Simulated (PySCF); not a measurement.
# Zr, Zr⁺: ionisation energy in x2c-TZVPPall plus 1 even-tempered diffuse shell per l, part 2 of 2

Wanted: the ionisation energy of zirconium, up a ladder of methods.

PySCF 2.14.0; x2c-TZVPPall plus 1 even-tempered diffuse shell per l, scalar relativity by spin-free X2C-1e. The scripts are equivalent inputs of a driver's runs.

## 4. Zr⁺

#### UHF

Contents of input.py:

```python
from pyscf import gto, scf, dft, mp, cc
import basis_set_exchange as bse
mol = gto.M(atom="Zr 0 0 0", charge=1, spin=3, symmetry="D2h",
            basis=gto.basis.parse(bse.get_basis("x2c-TZVPPall", elements=["Zr"], fmt="nwchem", augment_diffuse=1)),
            nucmod="G")
mf = scf.UHF(mol).sfx2c1e()
mf.irrep_nelec = {'Ag': (8, 6), 'B1g': (2, 1), 'B2g': (1, 1), 'B3g': (1, 1), 'B1u': (3, 3), 'B2u': (3, 3), 'B3u': (3, 3)}
mf.kernel()
```

Output:

```text
damping factor = 0
level_shift factor = 0
DIIS = <class 'pyscf.scf.diis.CDIIS'>
diis_start_cycle = 1
diis_space = 10
diis_damp = 0
SCF conv_tol = 1e-09
SCF conv_tol_grad = None
number electrons alpha = 21  beta = 18
cycle= 1 E= -3595.99419872853  delta_E= -0.00576  |g|= 0.0247  |ddm|= 0.0516
cycle= 2 E= -3595.99447633434  delta_E= -0.000278  |g|= 0.00577  |ddm|= 0.0118
cycle= 3 E= -3595.99449446103  delta_E= -1.81e-05  |g|= 0.000661  |ddm|= 0.00533
cycle= 4 E= -3595.99449477311  delta_E= -3.12e-07  |g|= 0.000257  |ddm|= 0.0017
cycle= 5 E= -3595.99449484874  delta_E= -7.56e-08  |g|= 3.78e-05  |ddm|= 0.00156
cycle= 6 E= -3595.99449485119  delta_E= -2.46e-09  |g|= 6.58e-06  |ddm|= 0.000478
cycle= 7 E= -3595.99449485124  delta_E= -5.23e-11  |g|= 1.09e-06  |ddm|= 7.13e-05
converged SCF energy = -3595.99449485124  <S^2> = 3.7553745  2S+1 = 4.0026863
```

It used 1.3 s of CPU time after the integrals (shared host).

The occupied shells:

| shell | electrons | mean orbital energy (eV) | spread (eV) | rms radius (bohr) |
| --- | --- | --- | --- | --- |
| 1s α | 1 | -18104.1 | 0 | 0.0426 |
| 1s β | 1 | -18104.0 | 0 | 0.0426 |
| 2s α | 1 | -2586.2 | 0 | 0.176 |
| 2s β | 1 | -2585.8 | 0 | 0.176 |
| 2p α | 3 | -2301.4 | 0 | 0.157 |
| 2p β | 3 | -2301.1 | 0 | 0.157 |
| 3s α | 1 | -460.64 | 0 | 0.488 |
| 3s β | 1 | -460.39 | 0 | 0.488 |
| 3p α | 3 | -365.03 | 0 | 0.496 |
| 3p β | 3 | -364.83 | 0 | 0.496 |
| 3d α | 5 | -207.87 | 0.689 | 0.495 |
| 3d β | 5 | -207.41 | 0.154 | 0.495 |
| 4s α | 1 | -75.794 | 0 | 1.30 |
| 4s β | 1 | -73.519 | 0 | 1.30 |
| 4p α | 3 | -48.734 | 0 | 1.47 |
| 4p β | 3 | -45.758 | 0 | 1.47 |
| 4d α | 2 | -15.473 | 0 | 2.28 |
| 5s α | 1 | -12.436 | 0 | 3.74 |

⟨S²⟩ = 3.755, ⟨L²⟩ = 12.06.

Spin-orbit constants on these orbitals (cm⁻¹; bare nucleus, screened nucleus, mean field): 4d 562.9, 422.1, n/a. To first order in LS coupling the lowest level has J = 3/2 and lies 0.105 eV below the centre of the term.

#### LDA

input.py differs from the last one in:

```diff
@@ -5,3 +5,3 @@
             nucmod="G")
-mf = scf.UHF(mol).sfx2c1e()
+mf = dft.UKS(mol, xc="LDA,VWN").sfx2c1e()
 mf.irrep_nelec = {'Ag': (8, 6), 'B1g': (2, 1), 'B2g': (1, 1), 'B3g': (1, 1), 'B1u': (3, 3), 'B2u': (3, 3), 'B3u': (3, 3)}
```

Output:

```text
damping factor = 0
level_shift factor = 0
DIIS = <class 'pyscf.scf.diis.CDIIS'>
diis_start_cycle = 1
diis_space = 10
diis_damp = 0
SCF conv_tol = 1e-09
SCF conv_tol_grad = None
number electrons alpha = 21  beta = 18
XC functionals = LDA,VWN
    P. A. M. Dirac.,  Math. Proc. Cambridge Philos. Soc. 26, 376 (1930)
    F. Bloch.,  Z. Phys. 57, 545 (1929)
    S. H. Vosko, L. Wilk, and M. Nusair.,  Can. J. Phys. 58, 1200 (1980)
cycle= 1 E= -3593.53282266178  delta_E= -0.0161  |g|= 0.0998  |ddm|= 0.578
cycle= 2 E= -3593.53329944117  delta_E= -0.000477  |g|= 0.0473  |ddm|= 0.0342
cycle= 3 E= -3593.53343280993  delta_E= -0.000133  |g|= 0.00414  |ddm|= 0.015
cycle= 4 E= -3593.53343695476  delta_E= -4.14e-06  |g|= 0.000299  |ddm|= 0.00614
cycle= 5 E= -3593.53343699371  delta_E= -3.89e-08  |g|= 1.81e-05  |ddm|= 0.00056
cycle= 6 E= -3593.53343699386  delta_E= -1.51e-10  |g|= 4.92e-07  |ddm|= 6.13e-05
converged SCF energy = -3593.53343699386  <S^2> = 3.750394  2S+1 = 4.000197
```

CPU time 0.63 s on a shared host, the integrals not counted.

#### PBE

input.py differs from the last one in:

```diff
@@ -5,3 +5,3 @@
             nucmod="G")
-mf = dft.UKS(mol, xc="LDA,VWN").sfx2c1e()
+mf = dft.UKS(mol, xc="PBE").sfx2c1e()
 mf.irrep_nelec = {'Ag': (8, 6), 'B1g': (2, 1), 'B2g': (1, 1), 'B3g': (1, 1), 'B1u': (3, 3), 'B2u': (3, 3), 'B3u': (3, 3)}
```

Output:

```text
damping factor = 0
level_shift factor = 0
DIIS = <class 'pyscf.scf.diis.CDIIS'>
diis_start_cycle = 1
diis_space = 10
diis_damp = 0
SCF conv_tol = 1e-09
SCF conv_tol_grad = None
number electrons alpha = 21  beta = 18
XC functionals = PBE
    J. P. Perdew, K. Burke, and M. Ernzerhof.,  Phys. Rev. Lett. 77, 3865 (1996)
    J. P. Perdew, K. Burke, and M. Ernzerhof.,  Phys. Rev. Lett. 78, 1396 (1997)
    J. P. Perdew, K. Burke, and M. Ernzerhof.,  Phys. Rev. Lett. 77, 3865 (1996)
    J. P. Perdew, K. Burke, and M. Ernzerhof.,  Phys. Rev. Lett. 78, 1396 (1997)
cycle= 1 E= -3597.6037652747  delta_E= -0.0109  |g|= 0.0681  |ddm|= 0.491
cycle= 2 E= -3597.60405098232  delta_E= -0.000286  |g|= 0.0287  |ddm|= 0.0366
cycle= 3 E= -3597.60410534536  delta_E= -5.44e-05  |g|= 0.00138  |ddm|= 0.0143
cycle= 4 E= -3597.60410573631  delta_E= -3.91e-07  |g|= 0.00038  |ddm|= 0.00249
cycle= 5 E= -3597.60410578164  delta_E= -4.53e-08  |g|= 1.58e-05  |ddm|= 0.000671
cycle= 6 E= -3597.60410578177  delta_E= -1.27e-10  |g|= 7.81e-07  |ddm|= 4.71e-05
converged SCF energy = -3597.60410578177  <S^2> = 3.7508087  2S+1 = 4.0004043
```

CPU time 1 s on a shared host, the integrals not counted.

#### PBE0

input.py differs from the last one in:

```diff
@@ -5,3 +5,3 @@
             nucmod="G")
-mf = dft.UKS(mol, xc="PBE").sfx2c1e()
+mf = dft.UKS(mol, xc="PBE0").sfx2c1e()
 mf.irrep_nelec = {'Ag': (8, 6), 'B1g': (2, 1), 'B2g': (1, 1), 'B3g': (1, 1), 'B1u': (3, 3), 'B2u': (3, 3), 'B3u': (3, 3)}
```

Output:

```text
damping factor = 0
level_shift factor = 0
DIIS = <class 'pyscf.scf.diis.CDIIS'>
diis_start_cycle = 1
diis_space = 10
diis_damp = 0
SCF conv_tol = 1e-09
SCF conv_tol_grad = None
number electrons alpha = 21  beta = 18
XC functionals = PBE0
    C. Adamo and V. Barone.,  J. Chem. Phys. 110, 6158 (1999)
    M. Ernzerhof and G. E. Scuseria.,  J. Chem. Phys. 110, 5029 (1999)
cycle= 1 E= -3597.6812342038  delta_E= -0.00711  |g|= 0.0396  |ddm|= 0.372
cycle= 2 E= -3597.68139866997  delta_E= -0.000164  |g|= 0.0121  |ddm|= 0.0269
cycle= 3 E= -3597.68141177094  delta_E= -1.31e-05  |g|= 0.000363  |ddm|= 0.0143
cycle= 4 E= -3597.68141189913  delta_E= -1.28e-07  |g|= 7.17e-05  |ddm|= 0.00346
cycle= 5 E= -3597.68141190031  delta_E= -1.18e-09  |g|= 2.78e-05  |ddm|= 0.00011
cycle= 6 E= -3597.6814119005  delta_E= -1.97e-10  |g|= 6.01e-07  |ddm|= 8.73e-05
converged SCF energy = -3597.6814119005  <S^2> = 3.7514702  2S+1 = 4.0007351
```

It used 1.5 s of CPU time after the integrals (shared host).

#### r2SCAN

input.py differs from the last one in:

```diff
@@ -5,3 +5,3 @@
             nucmod="G")
-mf = dft.UKS(mol, xc="PBE0").sfx2c1e()
+mf = dft.UKS(mol, xc="R2SCAN").sfx2c1e()
 mf.irrep_nelec = {'Ag': (8, 6), 'B1g': (2, 1), 'B2g': (1, 1), 'B3g': (1, 1), 'B1u': (3, 3), 'B2u': (3, 3), 'B3u': (3, 3)}
```

Output:

```text
damping factor = 0
level_shift factor = 0
DIIS = <class 'pyscf.scf.diis.CDIIS'>
diis_start_cycle = 1
diis_space = 10
diis_damp = 0
SCF conv_tol = 1e-09
SCF conv_tol_grad = None
number electrons alpha = 21  beta = 18
XC functionals = R2SCAN
    J. W. Furness, A. D. Kaplan, J. Ning, J. P. Perdew, and J. Sun.,  J. Phys. Chem. Lett. 11, 8208-8215 (2020)
    J. W. Furness, A. D. Kaplan, J. Ning, J. P. Perdew, and J. Sun.,  J. Phys. Chem. Lett. 11, 9248-9248 (2020)
    J. W. Furness, A. D. Kaplan, J. Ning, J. P. Perdew, and J. Sun.,  J. Phys. Chem. Lett. 11, 8208-8215 (2020)
    J. W. Furness, A. D. Kaplan, J. Ning, J. P. Perdew, and J. Sun.,  J. Phys. Chem. Lett. 11, 9248-9248 (2020)
cycle= 1 E= -3597.99285032044  delta_E= -0.00963  |g|= 0.0503  |ddm|= 0.419
cycle= 2 E= -3597.9930496684  delta_E= -0.000199  |g|= 0.0204  |ddm|= 0.0483
cycle= 3 E= -3597.99307606391  delta_E= -2.64e-05  |g|= 0.00148  |ddm|= 0.0127
cycle= 4 E= -3597.99307656209  delta_E= -4.98e-07  |g|= 0.000617  |ddm|= 0.00587
cycle= 5 E= -3597.99307667178  delta_E= -1.1e-07  |g|= 7.9e-06  |ddm|= 0.000925
cycle= 6 E= -3597.99307667184  delta_E= -6.23e-11  |g|= 4.69e-07  |ddm|= 0.000116
converged SCF energy = -3597.99307667184  <S^2> = 3.7520277  2S+1 = 4.0010137
```

CPU time 2.2 s on a shared host, the integrals not counted.

#### BHandHLYP

input.py differs from the last one in:

```diff
@@ -5,3 +5,3 @@
             nucmod="G")
-mf = dft.UKS(mol, xc="R2SCAN").sfx2c1e()
+mf = dft.UKS(mol, xc="BHANDHLYP").sfx2c1e()
 mf.irrep_nelec = {'Ag': (8, 6), 'B1g': (2, 1), 'B2g': (1, 1), 'B3g': (1, 1), 'B1u': (3, 3), 'B2u': (3, 3), 'B3u': (3, 3)}
```

Output:

```text
damping factor = 0
level_shift factor = 0
DIIS = <class 'pyscf.scf.diis.CDIIS'>
diis_start_cycle = 1
diis_space = 10
diis_damp = 0
SCF conv_tol = 1e-09
SCF conv_tol_grad = None
number electrons alpha = 21  beta = 18
XC functionals = BHANDHLYP
    A. D. Becke.,  J. Chem. Phys. 98, 1372 (1993)
    Defined through Gaussian implementation.
cycle= 1 E= -3597.99664225958  delta_E= -0.0058  |g|= 0.0256  |ddm|= 0.27
cycle= 2 E= -3597.99676807365  delta_E= -0.000126  |g|= 0.00579  |ddm|= 0.042
cycle= 3 E= -3597.99677299681  delta_E= -4.92e-06  |g|= 0.00067  |ddm|= 0.0132
cycle= 4 E= -3597.99677329242  delta_E= -2.96e-07  |g|= 8.84e-05  |ddm|= 0.00505
cycle= 5 E= -3597.9967732964  delta_E= -3.97e-09  |g|= 3.83e-05  |ddm|= 0.000457
cycle= 6 E= -3597.99677329688  delta_E= -4.82e-10  |g|= 2.53e-06  |ddm|= 0.000185
converged SCF energy = -3597.99677329688  <S^2> = 3.7518841  2S+1 = 4.0009419
```

CPU time 1.5 s on a shared host, the integrals not counted.

#### CAM-B3LYP

input.py differs from the last one in:

```diff
@@ -5,3 +5,3 @@
             nucmod="G")
-mf = dft.UKS(mol, xc="BHANDHLYP").sfx2c1e()
+mf = dft.UKS(mol, xc="CAMB3LYP").sfx2c1e()
 mf.irrep_nelec = {'Ag': (8, 6), 'B1g': (2, 1), 'B2g': (1, 1), 'B3g': (1, 1), 'B1u': (3, 3), 'B2u': (3, 3), 'B3u': (3, 3)}
```

Output:

```text
damping factor = 0
level_shift factor = 0
DIIS = <class 'pyscf.scf.diis.CDIIS'>
diis_start_cycle = 1
diis_space = 10
diis_damp = 0
SCF conv_tol = 1e-09
SCF conv_tol_grad = None
number electrons alpha = 21  beta = 18
XC functionals = CAMB3LYP
    T. Yanai, D. P. Tew, and N. C. Handy.,  Chem. Phys. Lett. 393, 51 (2004)
cycle= 1 E= -3598.19465778762  delta_E= -0.00886  |g|= 0.0496  |ddm|= 0.328
cycle= 2 E= -3598.19489388155  delta_E= -0.000236  |g|= 0.0176  |ddm|= 0.0701
cycle= 3 E= -3598.19491612988  delta_E= -2.22e-05  |g|= 0.00187  |ddm|= 0.0184
cycle= 4 E= -3598.19491764138  delta_E= -1.51e-06  |g|= 0.000592  |ddm|= 0.0115
cycle= 5 E= -3598.19491782473  delta_E= -1.83e-07  |g|= 5.49e-05  |ddm|= 0.00351
cycle= 6 E= -3598.19491783046  delta_E= -5.73e-09  |g|= 4.07e-06  |ddm|= 0.000928
cycle= 7 E= -3598.19491783048  delta_E= -1.82e-11  |g|= 2.15e-07  |ddm|= 4.72e-05
converged SCF energy = -3598.19491783048  <S^2> = 3.7512236  2S+1 = 4.0006118
```

CPU time 4.6 s on a shared host, the integrals not counted.

#### wB97X

input.py differs from the last one in:

```diff
@@ -5,3 +5,3 @@
             nucmod="G")
-mf = dft.UKS(mol, xc="CAMB3LYP").sfx2c1e()
+mf = dft.UKS(mol, xc="WB97X").sfx2c1e()
 mf.irrep_nelec = {'Ag': (8, 6), 'B1g': (2, 1), 'B2g': (1, 1), 'B3g': (1, 1), 'B1u': (3, 3), 'B2u': (3, 3), 'B3u': (3, 3)}
```

Output:

```text
damping factor = 0
level_shift factor = 0
DIIS = <class 'pyscf.scf.diis.CDIIS'>
diis_start_cycle = 1
diis_space = 10
diis_damp = 0
SCF conv_tol = 1e-09
SCF conv_tol_grad = None
number electrons alpha = 21  beta = 18
XC functionals = WB97X
    J.-D. Chai and M. Head-Gordon.,  J. Chem. Phys. 128, 084106 (2008)
cycle= 1 E= -3598.0626361518  delta_E= -0.00755  |g|= 0.0387  |ddm|= 0.225
cycle= 2 E= -3598.06281940543  delta_E= -0.000183  |g|= 0.0118  |ddm|= 0.0465
cycle= 3 E= -3598.06283261232  delta_E= -1.32e-05  |g|= 0.00183  |ddm|= 0.0154
cycle= 4 E= -3598.06283419905  delta_E= -1.59e-06  |g|= 0.000588  |ddm|= 0.0108
cycle= 5 E= -3598.06283435995  delta_E= -1.61e-07  |g|= 8.4e-05  |ddm|= 0.00302
cycle= 6 E= -3598.06283437274  delta_E= -1.28e-08  |g|= 4.17e-05  |ddm|= 0.00129
cycle= 7 E= -3598.06283437351  delta_E= -7.72e-10  |g|= 1.21e-05  |ddm|= 0.000175
converged SCF energy = -3598.06283437351  <S^2> = 3.7514013  2S+1 = 4.0007006
```

CPU time 4.6 s on a shared host, the integrals not counted.

#### r2SCAN0

input.py differs from the last one in:

```diff
@@ -5,3 +5,3 @@
             nucmod="G")
-mf = dft.UKS(mol, xc="WB97X").sfx2c1e()
+mf = dft.UKS(mol, xc="HYB_MGGA_XC_R2SCAN0").sfx2c1e()
 mf.irrep_nelec = {'Ag': (8, 6), 'B1g': (2, 1), 'B2g': (1, 1), 'B3g': (1, 1), 'B1u': (3, 3), 'B2u': (3, 3), 'B3u': (3, 3)}
```

Output:

```text
damping factor = 0
level_shift factor = 0
DIIS = <class 'pyscf.scf.diis.CDIIS'>
diis_start_cycle = 1
diis_space = 10
diis_damp = 0
SCF conv_tol = 1e-09
SCF conv_tol_grad = None
number electrons alpha = 21  beta = 18
XC functionals = HYB_MGGA_XC_R2SCAN0
    M. Bursch, H. Neugebauer, S. Ehlert, and S. Grimme.,  J. Chem. Phys. 156, 134105 (2022)
cycle= 1 E= -3597.97806094659  delta_E= -0.00696  |g|= 0.0312  |ddm|= 0.338
cycle= 2 E= -3597.97820649617  delta_E= -0.000146  |g|= 0.00876  |ddm|= 0.0515
cycle= 3 E= -3597.97821447411  delta_E= -7.98e-06  |g|= 0.000635  |ddm|= 0.0164
cycle= 4 E= -3597.97821481614  delta_E= -3.42e-07  |g|= 0.000176  |ddm|= 0.00703
cycle= 5 E= -3597.9782148244  delta_E= -8.26e-09  |g|= 3.59e-05  |ddm|= 0.000419
cycle= 6 E= -3597.97821482508  delta_E= -6.83e-10  |g|= 1.26e-06  |ddm|= 0.000324
converged SCF energy = -3597.97821482508  <S^2> = 3.752514  2S+1 = 4.0012568
```

It used 2.8 s of CPU time after the integrals (shared host).

## 5. Zr⁺, continued

#### MP2 (valence)

input.py: that of step 4 with these lines changed.

```diff
@@ -5,4 +5,5 @@
             nucmod="G")
-mf = dft.UKS(mol, xc="HYB_MGGA_XC_R2SCAN0").sfx2c1e()
+mf = scf.UHF(mol).sfx2c1e()
 mf.irrep_nelec = {'Ag': (8, 6), 'B1g': (2, 1), 'B2g': (1, 1), 'B3g': (1, 1), 'B1u': (3, 3), 'B2u': (3, 3), 'B3u': (3, 3)}
 mf.kernel()
+mp.UMP2(mf, frozen=18).kernel()
```

The driver printed no log here.

CPU time 0.12 s on a shared host, the integrals not counted.

With 3 electrons correlated, the MP2 correlation energy is -0.01161 hartree (-0.01161 same spin, 0.00000 opposite spin); the SCS form gives -0.00387. Largest pairs of shells: 4d-5s -0.0079, 4d-4d -0.0037, 5s-5s 0.0000.

#### MP2 (valence and next inner shell)

input.py differs from the last one in:

```diff
@@ -8,2 +8,2 @@
 mf.kernel()
-mp.UMP2(mf, frozen=18).kernel()
+mp.UMP2(mf, frozen=14).kernel()
```

No log was kept for this step.

It used 0.43 s of CPU time after the integrals (shared host).

With 11 electrons correlated, the MP2 correlation energy is -0.22800 hartree (-0.07208 same spin, -0.15592 opposite spin); the SCS form gives -0.21113. Largest pairs of shells: 4p-4p -0.1031, 4p-4d -0.0557, 4s-4p -0.0276, 4p-5s -0.0175, 4d-5s -0.0079.

Radial density 4πr²ρ of Zr⁺ at UHF, without picture-change correction:

| r (bohr) | density | spin density |
| --- | --- | --- |
| 0.000614 | 0.412 | 0.000 |
| 0.00103 | 1.00 | 0.000 |
| 0.00174 | 2.41 | 0.000 |
| 0.00292 | 5.56 | 0.001 |
| 0.00491 | 12.1 | 0.001 |
| 0.00826 | 23.9 | 0.002 |
| 0.0139 | 39.8 | 0.004 |
| 0.0234 | 50.3 | 0.002 |
| 0.0393 | 45.2 | -0.003 |
| 0.0661 | 45.1 | -0.003 |
| 0.111 | 61.6 | 0.032 |
| 0.187 | 42.6 | 0.123 |
| 0.315 | 43.4 | 0.192 |
| 0.529 | 30.5 | 0.008 |
| 0.891 | 9.47 | 0.333 |
| 1.50 | 6.70 | 1.046 |
| 2.52 | 1.46 | 0.952 |
| 4.24 | 0.317 | 0.315 |
| 7.13 | 0.0112 | 0.011 |
| 12.0 | 2.89e-05 | 0.000 |

## 6. Orbital energies side by side

Highest occupied Hartree-Fock shell of each state: Zr 5s β at -5.362 eV; Zr⁺ 5s α at -12.436 eV.

## 7. The energy differences

Ionisation energy: Zr [Kr] 4d2 5s2 (3F) → Zr⁺ [Kr] 4d2 5s1 (4F).

| method | value (eV) | error (eV) | CPU time, both states (s) |
| --- | --- | --- | --- |
| UHF | 5.188 | -1.451 | 3.1 |
| LDA | 6.725 | +0.086 | 1.3 |
| PBE | 6.421 | -0.217 | 2.2 |
| PBE0 | 6.282 | -0.357 | 3.2 |
| r2SCAN | 6.106 | -0.532 | 5 |
| BHandHLYP | 6.358 | -0.281 | 3.3 |
| CAM-B3LYP | 6.522 | -0.117 | 9.2 |
| wB97X | 6.835 | +0.197 | 9.1 |
| r2SCAN0 | 6.127 | -0.511 | 6.1 |
| MP2 (valence) | 6.096 | -0.543 | 3.5 |
| SCS-MP2 (valence) | 6.283 | -0.356 | 3.5 |
| MP2 (valence and next inner shell) | 6.373 | -0.266 | 3.9 |
| SCS-MP2 (valence and next inner shell) | 6.465 | -0.173 | 3.9 |

Reference: 6.639 eV (measured; NIST levels, between the centres of gravity of the two terms). Errors of the correlated levels include the incompleteness of this basis.

Times are CPU seconds on a shared host without the integrals; correlated rows include their Hartree-Fock run, whose time holds the symmetry-adapted start and any spin-orbit constants, while functionals begin from orbitals already made.

## 8. Summary of results

The summary covers parts 1 to 2.

```
             quantity                                                                    value
ionisation energy, Zr  UHF 5.188, MP2 (valence and next inner shell) 6.373 eV; reference 6.639
```

Each level's miss and price (over 1 difference):

| method | mean absolute miss against the measured value (with the measured fine structure taken into account where it is known) (eV) | CPU time, both states (s) |
| --- | --- | --- |
| UHF | 1.451 | 3.1 |
| LDA | 0.086 | 1.3 |
| PBE | 0.217 | 2.2 |
| PBE0 | 0.357 | 3.2 |
| r2SCAN | 0.532 | 5 |
| BHandHLYP | 0.281 | 3.3 |
| CAM-B3LYP | 0.117 | 9.2 |
| wB97X | 0.197 | 9.1 |
| r2SCAN0 | 0.511 | 6.1 |
| MP2 (valence) | 0.543 | 3.5 |
| SCS-MP2 (valence) | 0.356 | 3.5 |
| MP2 (valence and next inner shell) | 0.266 | 3.9 |
| SCS-MP2 (valence and next inner shell) | 0.173 | 3.9 |

What this shows: LDA lands nearest to the measured value (off by 0.09 eV); UHF misses by most (1.45 eV). Hartree-Fock falls short because the species with more electrons holds more correlation energy, which it lacks. PBE is off by -0.22 eV. All values hold for this basis alone; no basis-set limit was taken. The dearest level timed, CAM-B3LYP, costs 6.9 times the cheapest, LDA, and differs from the measured value (with the measured fine structure taken into account where it is known) by 0.12 against 0.09 eV.
